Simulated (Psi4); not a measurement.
**BH3O3 (B(OH)3): a chain of runs**

Wanted: a structure relaxation (singlet BH3O3, PBEh-3c/def2-mSVP), then a single-point energy (doublet [BH3O3]+, UPBEh-3c/def2-mSVP), then a structure relaxation (doublet [BH3O3]+, UPBEh-3c/def2-mSVP), then the energy (singlet BH3O3, PBEh-3c/def2-mSVP) of BH3O3. 

The results are computed with Psi4 1.11.

**1. The molecule**

BH3O3: 7 atoms, total charge 0, spin state singlet. SMILES: `OB(O)O`. The coordinates come from a GFN2-xTB relaxation. This is a higher conformer, about 20 kJ/mol above the lowest found by a separate search. The run starts from this shape.

Bond lengths: B1–O2 1.350 Å, B1–O4 1.372 Å, B1–O6 1.357 Å, O2–H3 0.957 Å, O4–H5 0.955 Å, O6–H7 0.956 Å. Angles: O2–B1–O4 118.3°, O2–B1–O6 117.6°, O4–B1–O6 124.1°, B1–O2–H3 113.2°, B1–O4–H5 117.5°, B1–O6–H7 116.7°.

**2. A geometry optimisation at PBEh-3c/def2-mSVP (density fitting) (run 1)**

bh3o3.xyz

```xyz
7
BH3O3
B      0.179410    -0.132540    -0.077360
O      1.490810    -0.199570    -0.389610
H      1.952260     0.628070    -0.259260
O     -0.320640     1.062710     0.374830
H     -1.250820     1.097850     0.589780
O     -0.562320    -1.258630    -0.232330
H     -1.488690    -1.197890    -0.006060
```

job.py

```python
import psi4

psi4.set_memory(1600000000)
psi4.set_num_threads(1)
psi4.core.set_output_file('run.log', False)

with open('bh3o3.xyz') as f:
    atoms = ''.join(f.readlines()[2:])
m = psi4.geometry('0 1\n' + atoms + 'symmetry c1')

result = psi4.optimize('pbeh-3c')
print(f'pbeh-3c energy: {result:.10f} Eh')
print(m.to_string(dtype='xyz', units='Angstrom'))
```

Launch:

```
python job.py
```

run.log:

```text
[...]
  Running in c1 symmetry.
[...]
  Nuclear repulsion =  116.751213015521458
[...]
  Multiplicity = 1
[...]
  Nalpha       = 16
  Nbeta        = 16
[...]
    Number of basis functions: 66
[...]
   @DF-RKS iter   1:  -251.69082704124116   -4.89992e-01   1.27359e-02 ADIIS/DIIS
[...]
   @DF-RKS iter   7:  -251.95080771350888   -8.24230e-13   4.21959e-09 DIIS
[...]
    Orbital Energies [Eh]
    ---------------------
    Doubly Occupied:
       1A    -19.505008     2A    -19.497480     3A    -19.486291
       4A     -7.021770     5A     -1.158571     6A     -1.113373
       7A     -1.106882     8A     -0.660654     9A     -0.630169
      10A     -0.555669    11A     -0.489102    12A     -0.469552
      13A     -0.423294    14A     -0.403368    15A     -0.384310
      16A     -0.370663
[...]
  @DF-RKS Final Energy:  -251.95080771350888
   => Energetics <=
    Nuclear Repulsion Energy =            116.3473803131809916
    One-Electron Energy =                -577.3072136909705705
    Two-Electron Energy =                 227.1029051607661984
    DFT Exchange-Correlation Energy =     -18.1078949844451564
    Empirical Dispersion Energy =           0.0140154879596213
    VV10 Nonlocal Energy =                  0.0000000000000000
    Total Energy =                       -251.9508077135088797
[...]
 Multipole Moments:
 ------------------------------------------------------------------------------------
     Multipole            Electronic (a.u.)      Nuclear  (a.u.)        Total (a.u.)
 ------------------------------------------------------------------------------------
 L = 1.  Multiply by 2.5417464519 to convert [e a0] to [Debye]
 Dipole X            :          0.1776143           -1.2186633           -1.0410490
 Dipole Y            :         -0.1505750            0.8086596            0.6580846
 Dipole Z            :         -0.0855195            0.5045178            0.4189983
 Magnitude           :                                                    1.3009297
[...]
  -Total Gradient:
     Atom            X                  Y                   Z
    ------   -----------------  -----------------  -----------------
       1       -0.000114864658     0.000041313347    -0.000311000325
       2        0.000035216433    -0.000032868353     0.000101868502
       3       -0.000003669274     0.000008354936     0.000005880823
       4        0.000047738358     0.000007825415     0.000098863306
       5       -0.000029400031    -0.000035014932     0.000002298236
       6        0.000072098032    -0.000047213674     0.000063298858
       7       -0.000023582452    -0.000002430327     0.000025410213
[...]
    Final optimized geometry and variables:
    Molecular point group: c1
    Full point group: C1
    Geometry (in Angstrom), charge = 0, multiplicity = 1:
    B           -0.004188592907    -0.008000174325    -0.002269211335
    O            1.312692778992    -0.090603870358    -0.318936414408
    H            1.782300751489     0.734219691494    -0.189754154529
    O           -0.495996488697     1.192931334056     0.450006585376
    H           -1.426815252928     1.227003896789     0.667029420708
    O           -0.731608667752    -1.150675301479    -0.163282821395
    H           -1.660132354296    -1.106515804814     0.058751342102
[...]
```

Standard output:

```text
Some dependencies such as QCElemental have not yet finished migration to pydantic v2. If issues are encountered please downgrade pydantic or upgrade QCElemental as appropriate
	Previous geometry is closer to target in internal coordinates, so using that one.

	Best geometry has RMS(Delta(q)) = 8.81e-07

Optimizer: Optimization complete!
pbeh-3c energy: -251.9508077135 Eh
7
0 1 BH3O3
B                    -0.004188592907    -0.008000174325    -0.002269211335
O                     1.312692778992    -0.090603870358    -0.318936414408
H                     1.782300751489     0.734219691494    -0.189754154529
O                    -0.495996488697     1.192931334056     0.450006585376
H                    -1.426815252928     1.227003896789     0.667029420708
O                    -0.731608667752    -1.150675301479    -0.163282821395
H                    -1.660132354296    -1.106515804814     0.058751342102
```

Wall time 32 s (1 thread of Intel Xeon Platinum 8259CL at 2.50GHz (Skylake/Cascade Lake), shared host); peak memory 0.51 GiB.

Steps, from the record of the run:

```
step  energy from the first frame kept (eV)  largest force (eV/Å)
   0                                 0.0000                0.4115
   1                                -0.0057                0.1729
   2                                -0.0060                0.0366
   3                                -0.0060                0.0172
```

After the run. Bond lengths: B1–O2 1.357 Å, B1–O4 1.374 Å, B1–O6 1.364 Å, O2–H3 0.958 Å, O4–H5 0.956 Å, O6–H7 0.956 Å. Angles: O2–B1–O4 118.5°, O2–B1–O6 116.0°, O4–B1–O6 125.5°, B1–O2–H3 113.1°, B1–O4–H5 117.0°, B1–O6–H7 116.9°.

**3. The doublet cation: the energy at UPBEh-3c/def2-mSVP (density fitting) (run 2)**

job.py

```python
import psi4

psi4.set_memory(1600000000)
psi4.set_num_threads(1)
psi4.core.set_output_file('output.dat', False)

molecule = psi4.geometry("""
1 2
B      0.171637    -0.124948    -0.074461
O      1.488519    -0.207552    -0.391129
H      1.958127     0.617271    -0.261946
O     -0.320171     1.075983     0.377814
H     -1.250989     1.110056     0.594837
O     -0.555783    -1.267624    -0.235475
H     -1.484307    -1.223464    -0.013441
""")

psi4.set_options({
    'reference': 'uks',
})

E = psi4.energy("pbeh-3c")
print(f'pbeh-3c energy: {E:.10f} Eh')
```

Launch:

```
python job.py
```

output.dat:

```text
[...]
  Running in c1 symmetry.
[...]
  Nuclear repulsion =  116.347363265551408
[...]
  Multiplicity = 2
[...]
  Nalpha       = 16
  Nbeta        = 15
[...]
    Number of basis functions: 66
[...]
   @DF-UKS iter   1:  -251.37464317912043   -1.91948e-01   8.92951e-03 ADIIS/DIIS
[...]
   @DF-UKS iter  17:  -251.51343632553443   -4.08557e-07   9.70420e-07 DIIS
[...]
   @S^2 Observed:                7.732196266E-01
[...]
    Orbital Energies [Eh]
    ---------------------
    Alpha Occupied:
       1A    -19.908150     2A    -19.834683     3A    -19.749609
       4A     -7.320403     5A     -1.525616     6A     -1.451894
       7A     -1.368967     8A     -1.000177     9A     -0.899164
      10A     -0.884118    11A     -0.843085    12A     -0.791287
      13A     -0.764537    14A     -0.747621    15A     -0.666156
      16A     -0.644988
    Alpha Virtual:
      17A     -0.147506    18A     -0.143401    19A     -0.092431
      20A     -0.048047    21A     -0.017920    22A      0.061107
      23A      0.089063    24A      0.090373    25A      0.270375
[...]
  @DF-UKS Final Energy:  -251.51343632553443
   => Energetics <=
    Nuclear Repulsion Energy =            116.3473632655514081
    One-Electron Energy =                -567.4714206498263138
    Two-Electron Energy =                 217.4432263717412752
    DFT Exchange-Correlation Energy =     -17.8466207907784380
    Empirical Dispersion Energy =           0.0140154777776541
    VV10 Nonlocal Energy =                  0.0000000000000000
    Total Energy =                       -251.5134363255344283
[...]
 Multipole Moments:
 ------------------------------------------------------------------------------------
     Multipole            Electronic (a.u.)      Nuclear  (a.u.)        Total (a.u.)
 ------------------------------------------------------------------------------------
 L = 1.  Multiply by 2.5417464519 to convert [e a0] to [Debye]
 Dipole X            :          0.7998697           -1.2186626           -0.4187929
 Dipole Y            :         -0.5668225            0.8086592            0.2418367
 Dipole Z            :         -0.3427820            0.5045177            0.1617356
 Magnitude           :                                                    0.5099323
[...]
```

Standard output:

```text
pbeh-3c energy: -251.5134363255 Eh
```

It took 16 s on 1 thread of Intel Xeon Platinum 8259CL at 2.50GHz (Skylake/Cascade Lake), shared host; peak memory 0.48 GiB.

**4. The doublet cation: a geometry optimisation at UPBEh-3c/def2-mSVP (density fitting) (run 3)**

calc.dat

```
memory 1600 mb

molecule mol {
  1 2
  B      0.171637    -0.124948    -0.074461
  O      1.488519    -0.207552    -0.391129
  H      1.958127     0.617271    -0.261946
  O     -0.320171     1.075983     0.377814
  H     -1.250989     1.110056     0.594837
  O     -0.555783    -1.267624    -0.235475
  H     -1.484307    -1.223464    -0.013441
  symmetry c1
}

set reference uks

opt('pbeh-3c')
```

Launch:

```
psi4 -i calc.dat -o calc.out -n 1
```

calc.out:

```text
[...]
  Running in c1 symmetry.
[...]
  Nuclear repulsion =  116.347363265551408
[...]
  Multiplicity = 2
[...]
  Nalpha       = 16
  Nbeta        = 15
[...]
    Number of basis functions: 66
[...]
   @DF-UKS iter   1:  -251.37464317912043   -1.91948e-01   8.92951e-03 DIIS/ADIIS
[...]
   @DF-UKS iter  11:  -251.53337167054326   -9.74865e-12   4.76623e-09 DIIS
[...]
   @S^2 Observed:                7.548089440E-01
[...]
    Orbital Energies [Eh]
    ---------------------
    Alpha Occupied:
       1A    -19.925889     2A    -19.764671     3A    -19.760322
       4A     -7.314462     5A     -1.503338     6A     -1.398148
       7A     -1.384192     8A     -0.970366     9A     -0.908947
      10A     -0.856255    11A     -0.848308    12A     -0.786773
      13A     -0.725782    14A     -0.705136    15A     -0.662411
      16A     -0.643531
    Alpha Virtual:
      17A     -0.145895    18A     -0.133234    19A     -0.089314
      20A     -0.051271    21A     -0.006839    22A      0.008256
      23A      0.097446    24A      0.100963    25A      0.169965
[...]
  @DF-UKS Final Energy:  -251.53337167054326
   => Energetics <=
    Nuclear Repulsion Energy =            114.6967666004553195
    One-Electron Energy =                -564.6399945970188128
    Two-Electron Energy =                 216.2337141017836757
    DFT Exchange-Correlation Energy =     -17.8365564778035584
    Empirical Dispersion Energy =           0.0126987020401309
    VV10 Nonlocal Energy =                  0.0000000000000000
    Total Energy =                       -251.5333716705432607
[...]
 Multipole Moments:
 ------------------------------------------------------------------------------------
     Multipole            Electronic (a.u.)      Nuclear  (a.u.)        Total (a.u.)
 ------------------------------------------------------------------------------------
 L = 1.  Multiply by 2.5417464519 to convert [e a0] to [Debye]
 Dipole X            :          0.6314679           -0.8732911           -0.2418232
 Dipole Y            :         -0.1111839            0.7894869            0.6783029
 Dipole Z            :         -0.1745370            0.4255409            0.2510039
 Magnitude           :                                                    0.7626115
[...]
  -Total Gradient:
     Atom            X                  Y                   Z
    ------   -----------------  -----------------  -----------------
       1       -0.000031604799     0.000060995990    -0.000070759295
       2        0.000034897314    -0.000050568463     0.000034093004
       3       -0.000010266577     0.000001098315    -0.000018326778
       4       -0.000020238325    -0.000007147625     0.000022471744
       5        0.000015774729    -0.000002394030     0.000012152580
       6       -0.000025072178    -0.000062863639     0.000005770018
       7        0.000006005370     0.000010540447     0.000007033934
[...]
    Final optimized geometry and variables:
    Molecular point group: c1
    Full point group: C1
    Geometry (in Angstrom), charge = 1, multiplicity = 2:
    B           -0.169557279281     0.000818618358     0.037919263230
    O            1.330287991547    -0.093071011753    -0.325141992703
    H            1.851492235222     0.740864661144    -0.200686488583
    O           -0.453388236018     1.218433919702     0.447608959660
    H           -1.336849936072     1.491255950086     0.722616825491
    O           -0.690569592493    -1.179059075254    -0.179617181227
    H           -1.619622974930    -1.388865914444    -0.029138399884
    Psi4 run time: 0:02:04.75
[...]
```

Standard output:

```text
Optimizer: Optimization complete!
```

Run time: 2.1 min. Hardware: 1 thread of Intel Xeon Platinum 8259CL at 2.50GHz (Skylake/Cascade Lake), shared host; peak memory 0.51 GiB.

The path in brief:

```
step  energy from the first frame kept (eV)  largest force (eV/Å)
   0                                 0.0000                4.6284
   1                                -0.3092                2.9235
   2                                -0.4548                1.6985
   3                                -0.5103                0.9840
   4                                -0.5397                0.3461
   5                                -0.5420                0.1175
   6                                -0.5424                0.0470
   7                                -0.5425                0.0122
   8                                -0.5425                0.0051
```

After the run. Bond lengths: B1–O2 1.546 Å, B1–O4 1.316 Å, B1–O6 1.308 Å, O2–H3 0.991 Å, O4–H5 0.965 Å, O6–H7 0.964 Å. Angles: O2–B1–O4 109.8°, O2–B1–O6 107.0°, O4–B1–O6 143.2°, B1–O2–H3 115.4°, B1–O4–H5 123.2°, B1–O6–H7 123.6°.

**5. The energy at PBEh-3c/def2-mSVP (density fitting) (run 4)**

bh3o3.in

```
memory 1600 mb

molecule mol {
  0 1
  B      0.01184480    -0.21945389    -0.06476658
  O      2.84614297    -0.39687839    -0.75085244
  H      3.83107579     1.17903036    -0.51566658
  O     -0.52451616     2.08150687     0.70943531
  H     -2.19401738     2.59706573     1.22912511
  O     -0.97272518    -2.44909829    -0.47585194
  H     -2.72838091    -2.84557605    -0.19148784
  units bohr
}


energy_value, wavefunction = energy('pbeh-3c', return_wfn=True)
print_variables()
```

Launch:

```
psi4 bh3o3.in bh3o3.out -n 1
```

bh3o3.out:

```text
[...]
  Running in c1 symmetry.
[...]
  Nuclear repulsion =  114.696763500482689
[...]
  Multiplicity = 1
[...]
  Nalpha       = 16
  Nbeta        = 16
[...]
    Number of basis functions: 66
[...]
   @DF-RKS iter   1:  -251.64344425700591   -5.62349e-01   1.29560e-02 DIIS/ADIIS
[...]
   @DF-RKS iter   9:  -251.91707270729853   -3.91995e-09   2.08972e-07 DIIS
[...]
    Orbital Energies [Eh]
    ---------------------
    Doubly Occupied:
       1A    -19.521059     2A    -19.515025     3A    -19.441794
       4A     -7.031915     5A     -1.166614     6A     -1.143193
       7A     -1.026748     8A     -0.669845     9A     -0.656551
      10A     -0.518871    11A     -0.476631    12A     -0.473835
      13A     -0.426152    14A     -0.405362    15A     -0.355319
      16A     -0.318225
[...]
  @DF-RKS Final Energy:  -251.91707270729853
   => Energetics <=
    Nuclear Repulsion Energy =            114.6967635004826889
    One-Electron Energy =                -574.2132003686203916
    Two-Electron Energy =                 225.6664529809306998
    DFT Exchange-Correlation Energy =     -18.0797875182587475
    Empirical Dispersion Energy =           0.0126986981672208
    VV10 Nonlocal Energy =                  0.0000000000000000
    Total Energy =                       -251.9170727072985301
[...]
 Multipole Moments:
 ------------------------------------------------------------------------------------
     Multipole            Electronic (a.u.)      Nuclear  (a.u.)        Total (a.u.)
 ------------------------------------------------------------------------------------
 L = 1.  Multiply by 2.5417464519 to convert [e a0] to [Debye]
 Dipole X            :         -0.8163656           -0.8732904           -1.6896560
 Dipole Y            :         -0.1553956            0.7894869            0.6340914
 Dipole Z            :          0.1369961            0.4255407            0.5625369
 Magnitude           :                                                    1.8903590
[...]
```

Run time: 8.7 s. Hardware: 1 thread of Intel Xeon Platinum 8259CL at 2.50GHz (Skylake/Cascade Lake), shared host; peak memory 0.47 GiB.

**6. Summary of results**

| quantity | value |
| --- | --- |
| run 1, PBEh-3c/def2-mSVP: total energy at the end | -251.95081 Eh |
| run 1, PBEh-3c/def2-mSVP: dipole moment | 3.31 D |
| run 1, PBEh-3c/def2-mSVP: HOMO energy | -10.09 eV |
| run 1, PBEh-3c/def2-mSVP: LUMO energy | 2.55 eV |
| run 1, PBEh-3c/def2-mSVP: HOMO–LUMO gap | 12.64 eV |
| doublet cation, run 2: total energy | -251.51344 Eh |
| doublet cation, run 2: HOMO energy (highest over α and β) | -16.65 eV |
| doublet cation, run 2: LUMO energy (lowest over α and β) | -13.72 eV |
| doublet cation, run 2: ⟨S²⟩ | 0.773 |
| doublet cation, run 3: total energy at the end | -251.53337 Eh |
| doublet cation, run 3: HOMO energy (highest over α and β) | -17.11 eV |
| doublet cation, run 3: LUMO energy (lowest over α and β) | -12.24 eV |
| doublet cation, run 3: ⟨S²⟩ | 0.755 |
| run 4, PBEh-3c/def2-mSVP: total energy | -251.91707 Eh |
| run 4, PBEh-3c/def2-mSVP: dipole moment | 4.80 D |
| run 4, PBEh-3c/def2-mSVP: HOMO energy | -8.66 eV |
| run 4, PBEh-3c/def2-mSVP: LUMO energy | 2.46 eV |
| run 4, PBEh-3c/def2-mSVP: HOMO–LUMO gap | 11.12 eV |
| adiabatic ionisation energy (to the doublet cation, no zero-point term) | 11.359 eV |

**Reading.** The adiabatic ionisation energy (to the doublet cation, no zero-point term) is 11.36 eV (262 kcal/mol). The optimisation (run 1, PBEh-3c/def2-mSVP) took 4 steps and changed the energy by -0.006 eV. The optimisation (doublet cation, run 3) took 9 steps and changed the energy by -0.542 eV.
